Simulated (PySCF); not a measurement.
# The bond of NaAs, level by level

One job finds the state of NaAs, follows it along the bond with each method and fits the curves.

The runs use PySCF 2.14.0; Na def2-SVP, As def2-SVP, no relativity.

## Step 1: The job

The job is set up so:

```json
{
  "atoms": "Na, As",
  "charge": "0",
  "basis": "Na def2-SVP, As def2-SVP",
  "Hamiltonian": "no relativity",
  "basis functions": "47",
  "electrons treated": "44",
  "masses in u": "22.9898, 74.9216",
  "levels": "PBE0, PBE, r²SCAN, B2PLYP, PBEsol, BP86, LC-ωPBE, HF, MP2, SCS-MP2, CCSD, CCSD(T)",
  "grid": "80 radial by 434 angular points",
  "occupations": "held fixed by the projection of orbital angular momentum",
  "dissociation limit": "Na + As, each in its ground configuration",
  "starting distance in angstrom": "2.750",
  "values of 2S to try": "0, 2, 4"
}
```

Command:

```bash
> OMP_NUM_THREADS=1 python dia.py task.json out
```

Further steps of the session: First curve: PBE0; Higher solutions at PBE0; PBE; r²SCAN; B2PLYP (double hybrid); PBEsol (GGA); BP86 (GGA); LC-ωPBE (range-separated hybrid); ROHF (mean field); Correlated methods on the Hartree–Fock reference.

Before running it: what results should come out? Wanted: for each run, Re; ωe; De; μ.

As calculated:

Lowest PBE0 solution found, without spin–orbit coupling: ³Σ⁻ (triplet), unpaired electrons π ↑↑. State 2 has its PBE0 minimum 0.36 eV higher, as a spin-mixed determinant (⟨S²⟩ = 1.01), so this is no gap between pure states. State 3 has its PBE0 minimum 0.81 eV higher. State 4 has its PBE0 minimum 1.14 eV higher, as a spin-mixed determinant (⟨S²⟩ = 1.01), so this is no gap between pure states. The other levels ran on the lowest alone.

```csv
level,Re (Å),ωe (cm⁻¹),De (eV),μ (D)
ROHF,2.776,235.2,0.101,-8.32
ROHF-MP2,2.776,228.9,0.74,n/a
ROHF-SCS-MP2,2.782,226.5,0.76,n/a
ROHF-CCSD,2.802,214.7,0.78,n/a
ROHF-CCSD(T),2.810,210.6,0.83,n/a
PBE,2.763,219.3,1.35,-5.85
PBEsol,2.746,222.2,1.42,-6.05
BP86,2.767,218.4,1.39,-6.06
r²SCAN,2.763,222.5,1.33,-6.74
PBE0,2.748,227.1,1.24,-6.70
LC-ωPBE,2.712,243.0,1.16,-7.98
B2PLYP,2.756,228.5,1.17,-6.85
```

De is counted to Na + As in their ground configurations. A positive dipole means Na(−)As(+).

What this shows: The methods spread over 0.098 Å in bond length, from LC-ωPBE to ROHF-CCSD(T). CCSD(T) can't serve as the judge here: for a weak bond in this basis it is far from its limit. Among the levels with a De in the table, it runs from 0.101 eV (ROHF) to 1.42 eV (PBEsol).

Correlated steps freeze 10 core orbitals. B2PLYP dipoles, levels and charges come from its SCF part alone.
